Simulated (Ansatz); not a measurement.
# Rh (fcc type): how the settings move a single-point run

Aim: see which settings change the result for Rh (fcc type), by how much, and at what cost.

Method: reference: DFT, r2SCAN, PAW with Ansatz's default frozen-core files, scalar-relativistic, in Ansatz 0.2.0.

### Step 1. Starting point

It takes space group Fm-3m (No. 225, cubic). Conventional cell: a = 3.801 Å, b = 3.801 Å, c = 3.801 Å, α = 90.00°, β = 90.00°, γ = 90.00°. Around Rh (site symmetry m-3m) lie 12 Rh at 2.69 Å.

Structure file:

```cif
data_structure
_symmetry_space_group_name_H-M 'P 1'
_symmetry_Int_Tables_number 1
_cell_length_a 2.6875
_cell_length_b 2.6875
_cell_length_c 6.5830
_cell_angle_alpha 90.000
_cell_angle_beta 90.000
_cell_angle_gamma 120.000
_cell_volume 41.18
loop_
_atom_site_label
_atom_site_type_symbol
_atom_site_fract_x
_atom_site_fract_y
_atom_site_fract_z
_atom_site_occupancy
Rh1 Rh 0.00000 0.00000 0.00000 1
Rh2 Rh 0.33333 0.66667 0.33333 1
Rh3 Rh 0.66667 0.33333 0.66667 1
```

### Step 2. Baseline

input.yaml reads:

```yaml
crystal:
  lattice:
    - [0.0, 1.9003570901, -1.9003570901]
    - [-1.9003570901, 0.0, 1.9003570901]
    - [3.8007141803, 3.8007141803, 3.8007141803]
  atoms:
    - { symbol: Rh, position: [0.0, 0.0, 0.0] }
    - { symbol: Rh, position: [0.333333333, 0.666666667, 0.333333333] }
    - { symbol: Rh, position: [0.666666667, 0.333333333, 0.666666667] }
kpoints:
  mp_grid: { grid: [15, 15, 6] }
scf:
  occupations: { method: fermi_dirac, width: 0.08 }
hamiltonian:
  xc: r2scan
  pseudopotentials: { kind: paw }
output:
  forces: true
  stress: true
  eigenvalues: true
  write_density: true
  write_potential: true
  elf: true
  volumetric_format: npy
```

Started as:

```bash
> ansatz run input.yaml --threads 2 --pin off --max-ram 4096MiB --backend cpu --events-out ev --progress --plain --runs-dir out
```

### Step 3. Variant: mixing.algorithm msr1, mixing.beta 0.2, hubbard.sites [{species: Rh, l: d, u_eff: 2.0}], hubbard.double_counting fll

input.yaml, as its differences from that of step 2:

```diff
@@ -13,2 +13,3 @@
   occupations: { method: fermi_dirac, width: 0.08 }
+  mixing: { algorithm: msr1, beta: 0.2 }
 hamiltonian:
@@ -16,2 +17,3 @@
   pseudopotentials: { kind: paw }
+  hubbard: { sites: [{ species: Rh, l: d, u_eff: 2.0 }], double_counting: fll }
 output:
@@ -20,5 +22 @@
   eigenvalues: true
-  write_density: true
-  write_potential: true
-  elf: true
-  volumetric_format: npy
```

Before running it: what results should come out? Wanted: for each run, ending; energy change; pressure; gap; force.

The runs gave:

```tsv
run	ending	energy change	pressure (GPa)	gap (eV)	force (eV/Å)	cycles	time
reference	converged	0	0.0	0.00	0.00	7	13 s
1: mixing.algorithm msr1, mixing.beta 0.2, hubbard.sites [{species: Rh, l: d, u_eff: 2.0}], hubbard.double_counting fll	converged	+1.47 eV/atom (U changed: no physical gain or loss)	-0.3	0.00	0.00	9	14 s
```

Times don't compare one to one where runs were asked for different outputs or read a saved state (see the inputs); cycles may leave out searches for a lower state.

Residual by cycle in the longest SCF loop of each run; runs are numbered as in the table. The quantity is the density residual dr2, in eV.

```tsv
cycle	reference	run 1
1	0.0115	3.33
2	0.00608	1.7
3	9.5e-5	0.111
4	1.9e-5	0.0763
5	4.2e-6	0.00678
6	9.3e-7	3.1e-4
7	2.9e-8	9.4e-6
8	-	5.5e-8
9	-	6.9e-10
```

Changing the mixing and Hubbard U moves the energy by +1.47 eV/atom, and the pressure goes from 0.0 to -0.3 GPa. The U term adds an energy of its own, so the shift says nothing about which run is better. A changed U is a change of model: its shifts are not errors of convergence.
